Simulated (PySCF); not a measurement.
**[SiF3]− (SMILES F[Si-](F)F) at FCI/STO-6G**

What is the energy change on altering one bond length of [SiF3]− at FCI/STO-6G? Input form: a Python script.

The calculation is run with PySCF 2.14.0.

7 further runs of the same task are left out: 7 set aside as unsound or not needed.

### 1 The molecule

[SiF3]−: 4 atoms, total charge -1, spin state singlet. SMILES: `F[Si-](F)F`. Geometry: relaxed at GFN2-xTB.

Bond lengths: Si1–F2 1.693 Å, Si1–F3 1.696 Å, Si1–F4 1.697 Å. Angles: F2–Si1–F3 93.7°, F2–Si1–F4 93.6°, F3–Si1–F4 93.7°.

### 2 A single-point energy at FCI/STO-6G

The input, calc.py:

```python
from pyscf import gto, scf, mcscf
from pyscf import fci

mol = gto.M(
    atom=[
    ('Si', (-0.004470, 0.005770, 0.685050)),
    ('F', (1.428310, -0.030960, -0.216950)),
    ('F', (-0.687310, 1.250250, -0.242810)),
    ('F', (-0.736530, -1.225060, -0.225300)),
],
    spin=0,
    max_memory=1860,
    charge=-1,
    basis='sto-6g',
    verbose=3,
)

hf = scf.RHF(mol)
hf.conv_tol = 1e-10
hf.kernel()
if not hf.converged:
    hf = hf.newton().run(hf.mo_coeff, hf.mo_occ)

cas = mcscf.CASCI(hf, hf.mo_coeff.shape[-1] - 8, (mol.nelec[0] - 8, mol.nelec[1] - 8))  # full CI above the frozen core
cas.fcisolver = fci.direct_spin0.FCI(mol)  # even spin states alone
cas.kernel()
print('<S^2> = %.4f' % cas.fcisolver.spin_square(cas.ci, cas.ncas, cas.nelecas)[0])
energy = cas.e_tot
print('E(%s) = %.9f' % ('FCI', energy))
```

Command:

```
$ OMP_NUM_THREADS=1 python calc.py
```

Log:

```text
converged SCF energy = -584.669830073337
CASCI E = -584.747103194110  E(CI) = -131.815698912317  S^2 = 0.0000000
<S^2> = 0.0000
E(FCI) = -584.747103194
```

It took 11 s on 1 thread of Arm Neoverse V1, shared host; peak memory 0.18 GiB.

### 3 The distorted shape, same level

The input, calc.py:

```python
from pyscf import gto, scf, mcscf
from pyscf import fci

system = gto.Mole()
system.atom = '''
Si    -0.720867     0.024135     1.136054
F      1.428310    -0.030960    -0.216950
F     -1.403707     1.268615     0.208194
F     -1.452927    -1.206695     0.225704
'''
system.spin = 0
system.basis = 'sto-6g'
system.verbose = 4
system.max_memory = 1860
system.charge = -1
system.build()

mf = scf.RHF(system)
mf.conv_tol = 1e-10
mf.kernel()
if not mf.converged:
    mf = mf.newton().run(mf.mo_coeff, mf.mo_occ)

cas = mcscf.CASCI(mf, mf.mo_coeff.shape[-1] - 8, (system.nelec[0] - 8, system.nelec[1] - 8))  # full CI above the frozen core
cas.fcisolver = fci.direct_spin0.FCI(system)  # even spin states alone
cas.kernel()
print('<S^2> = %.4f' % cas.fcisolver.spin_square(cas.ci, cas.ncas, cas.nelecas)[0])
energy = cas.e_tot
print(f'total energy: {energy:.8f} hartree')
```

Command:

```
$ OMP_NUM_THREADS=1 python calc.py
```

Log:

```text
PySCF version 2.14.0

[INPUT] num. atoms = 4
[INPUT] num. electrons = 42
[INPUT] charge = -1
[INPUT] spin (= nelec alpha-beta = 2S) = 0
[INPUT] symmetry False subgroup None
[INPUT] Mole.unit = angstrom
[INPUT] Symbol           X                Y                Z      unit          X                Y                Z       unit  Magmom
[INPUT]  1 Si    -0.720867000000   0.024135000000   1.136054000000 AA   -1.362241202237   0.045608540016   2.146830922717 Bohr   0.0
[INPUT]  2 F      1.428310000000  -0.030960000000  -0.216950000000 AA    2.699114720978  -0.058505920817  -0.409976082724 Bohr   0.0
[INPUT]  3 F     -1.403707000000   1.268615000000   0.208194000000 AA   -2.652621789135   2.397334907515   0.393429640778 Bohr   0.0
[INPUT]  4 F     -1.452927000000  -1.206695000000   0.225704000000 AA   -2.745634108986  -2.280323065882   0.426518745219 Bohr   0.0

nuclear repulsion = 149.436926901519
number of shells = 14
number of NR pGTOs = 144
number of NR cGTOs = 24
basis = sto-6g
ecp = {}

******** <class 'pyscf.scf.hf.RHF'> ********
method = RHF
initial guess = minao
damping factor = 0
level_shift factor = 0
DIIS = <class 'pyscf.scf.diis.CDIIS'>
diis_start_cycle = 1
diis_space = 8
diis_damp = 0
SCF conv_tol = 1e-10
SCF conv_tol_grad = None
SCF max_cycles = 50
direct_scf = True
direct_scf_tol = 1e-13
Set gradient conv threshold to 1e-05
Initial guess from minao.
init E= -583.867550927845
  HOMO = -0.331897996751599  LUMO = 0.0457083131287185  gap/eV = 10.27519
cycle= 1 E= -584.320631860191  delta_E= -0.453  |g|= 0.474  |ddm|= 2.13
  HOMO = 0.273813183567091  LUMO = 0.457222343226896  gap/eV = 4.99082
cycle= 2 E= -584.492383422003  delta_E= -0.172  |g|= 0.167  |ddm|= 1.61
  HOMO = 0.124735960962899  LUMO = 0.513408210772322  gap/eV = 10.57631
cycle= 3 E= -584.507110921312  delta_E= -0.0147  |g|= 0.0347  |ddm|= 0.334
  HOMO = 0.119135568070197  LUMO = 0.524594440297927  gap/eV = 11.03310
cycle= 4 E= -584.50843230078  delta_E= -0.00132  |g|= 0.0106  |ddm|= 0.129
  HOMO = 0.113713884634379  LUMO = 0.522621510318485  gap/eV = 11.12694
cycle= 5 E= -584.50855849903  delta_E= -0.000126  |g|= 0.00276  |ddm|= 0.0377
  HOMO = 0.116225452820658  LUMO = 0.522122630237295  gap/eV = 11.04502
cycle= 6 E= -584.508567518443  delta_E= -9.02e-06  |g|= 0.000529  |ddm|= 0.0107
  HOMO = 0.115551880332873  LUMO = 0.522410497772796  gap/eV = 11.07119
cycle= 7 E= -584.508567843559  delta_E= -3.25e-07  |g|= 0.00013  |ddm|= 0.00206
  HOMO = 0.115667866313799  LUMO = 0.522335627400306  gap/eV = 11.06599
cycle= 8 E= -584.508567862458  delta_E= -1.89e-08  |g|= 3.19e-05  |ddm|= 0.000483
  HOMO = 0.115640931349878  LUMO = 0.522346994843369  gap/eV = 11.06704
cycle= 9 E= -584.508567863652  delta_E= -1.19e-09  |g|= 5.19e-06  |ddm|= 0.000128
  HOMO = 0.115641082399157  LUMO = 0.522346752638148  gap/eV = 11.06702
cycle= 10 E= -584.508567863682  delta_E= -3e-11  |g|= 8.12e-07  |ddm|= 1.89e-05
  HOMO = 0.115641052682944  LUMO = 0.52234674219631  gap/eV = 11.06703
Extra cycle  E= -584.508567863683  delta_E= -6.82e-13  |g|= 4.89e-07  |ddm|= 2.52e-06
converged SCF energy = -584.508567863683

******** <class 'pyscf.mcscf.casci.CASCI'> ********
CAS (13e+13e, 16o), ncore = 8, nvir = 0
natorb = False
canonicalization = True
sorting_mo_energy = False
******** <class 'pyscf.fci.direct_spin0.FCISolver'> ********
max. cycles = 100
conv_tol = 1e-10
davidson only = False
linear dependence = 1e-14
level shift = 0.001
max iter space = 12
nroots = 1
pspace_size = 400
spin = None
Density matrix diagonal elements [1.99808907 1.99791845 1.9993845  1.98796496 1.98261924 1.9954492
 1.98996295 1.99297661 1.98565848 1.96309115 1.99910709 1.99887644
 1.78808957 0.23823302 0.04325476 0.03932451]
CASCI converged
CASCI E = -584.625781837615  E(CI) = -124.300857852109  S^2 = 0.0000000
<S^2> = 0.0000
total energy: -584.62578184 hartree
```

It took 16 s on 1 thread of Arm Neoverse V1, shared host; peak memory 0.19 GiB.

### 4 Outcome

At FCI/STO-6G, 8 core orbitals frozen:

| quantity | value |
| --- | --- |
| first shape: total energy | -584.74710 Eh |
| first shape: HOMO energy (Hartree–Fock orbitals) | 2.19 eV |
| first shape: LUMO energy (Hartree–Fock orbitals) | 21.13 eV |
| first shape: HOMO–LUMO gap (to an unbound level, set by the basis) | 18.94 eV |
| first shape: correlation energy (8 core orbitals frozen) | -77.3 mEh |
| distorted shape: total energy | -584.62578 Eh |
| distorted shape: HOMO energy (Hartree–Fock orbitals) | 3.15 eV |
| distorted shape: LUMO energy (Hartree–Fock orbitals) | 14.21 eV |
| distorted shape: HOMO–LUMO gap (to an unbound level, set by the basis) | 11.07 eV |
| distorted shape: correlation energy (8 core orbitals frozen) | -117.2 mEh |
| energy change with the Si1–F2 bond stretched from 1.693 to 2.540 Å | 3.301 eV |

What this shows: With the Si1–F2 bond stretched from 1.693 to 2.540 Å the energy rises by 3.30 eV (76 kcal/mol). The first shape isn't relaxed at this level, so the change isn't measured from a minimum. The minimal basis adds a large error of its own. The HOMO (first shape) lies at positive energy, 2.19 eV: the electron is unbound at this level or held by a compact basis; values depend on the basis. The HOMO (distorted shape) lies at positive energy, 3.15 eV: the electron is unbound at this level or held by a compact basis; values depend on the basis.
